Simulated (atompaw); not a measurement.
**A PAW (atompaw) potential for Ta, from input to tests**

Task: generate the file, and judge it by its logarithmic derivatives, its ghosts and its cutoff.

Method: atompaw 4.2.0.5, PBE, scalar-relativistic.

## 1. The atom and the settings

The settings as typed:

```json
{
  "element": "tantalum (Ta, Z = 73)",
  "type": "PAW",
  "frozen core": "[Xe] 4f14",
  "valence charge": "5",
  "reference configuration": "5d4 6s1 6p0",
  "partial waves": "6s (bound): rc 3.00 bohr; 6s channel at 1.7 Ry: rc 3.00 bohr; 6p (bound, empty): rc 3.00 bohr; 6p channel at 4.1 Ry: rc 3.00 bohr; 5d (bound): rc 2.80 bohr; 5d channel at 0.95 Ry: rc 2.80 bohr",
  "local potential": "bessel scheme, radius 2.55 bohr",
  "core correction": "smooth core density matched at 2.00 bohr",
  "augmentation charge": "gaussian compensation charge, radius 2.35 bohr; PAW radius 3.00 bohr; waves and projectors: custom polynom vanderbiltortho"
}
```

The nodes and maxima of the atom's own shells, from an earlier all-electron run, set the scale for the radii.

All-electron outer shells of the reference configuration (PBE, scalar-relativistic, ld1.x):

```json
{"shell": "5p", "level (eV)": "-37.84", "outermost node (bohr)": "0.58", "outermost maximum (bohr)": "1.13"}
{"shell": "4f", "level (eV)": "-23.01", "outermost node (bohr)": "–", "outermost maximum (bohr)": "0.44"}
{"shell": "6s", "level (eV)": "-4.96", "outermost node (bohr)": "1.33", "outermost maximum (bohr)": "2.81"}
{"shell": "5d", "level (eV)": "-2.64", "outermost node (bohr)": "0.65", "outermost maximum (bohr)": "1.60"}
{"shell": "6p", "level (eV)": "-1.21", "outermost node (bohr)": "1.61", "outermost maximum (bohr)": "4.09"}
```

## 2. Generation

File Ta.input:

```
Ta 73
GGA-PBE scalarrelativistic loggrid 2001 logderivrange -2 5 176
6 6 5 4 0 0
6 0 1
6 1 0
5 2 4
0 0 0
c
c
c
c
c
v
c
c
c
c
v
c
c
v
c
2
3.00 2.35 2.55 2.00
y
1.7
n
y
4.1
n
y
0.95
n
custom polynom vanderbiltortho gaussian
bessel
3.00
3.00
3.00
3.00
2.80
2.80
PWSCFOUT
UPFDX 0.0125d0 UPFXMIN -7.d0 UPFZMESH 73.d0
END
```

Command:

```sh
$ atompaw < Ta.input > Ta.log
```

What does the calculation give? Wanted: cutoffs for 10 and 1 mRy, occupied levels; bound ghosts; largest phase difference near zero energy, channels read; lowest eigenvalue of the overlap; share of valence orbitals outside the PAW sphere; UPF file.

**Answer**, as computed:

| quantity | value |
| --- | --- |
| cutoffs for 10 and 1 mRy, occupied levels | 10 Ry and 18 Ry |
| bound ghosts | none found |
| largest phase difference near zero energy, channels read | 0.028 rad |
| lowest eigenvalue of the overlap (Bessel basis) | 0.112 (s) |
| share of valence orbitals outside the PAW sphere | 6s 57 %, 6p 88 %, 5d 24 % |
| UPF file | written |

It counts as soft on the atom at that tolerance, with 10 Ry needed at the looser tolerance. The slowest occupied level is 5d: taken alone it needs 12 Ry to come within 1 mRy, against 6 Ry or less for 6s. No bound ghost shows below the valence levels. Near zero energy the phases of the channels with partial waves agree within 0.028 rad. These are tests on the free atom; a crystal test is still owed.
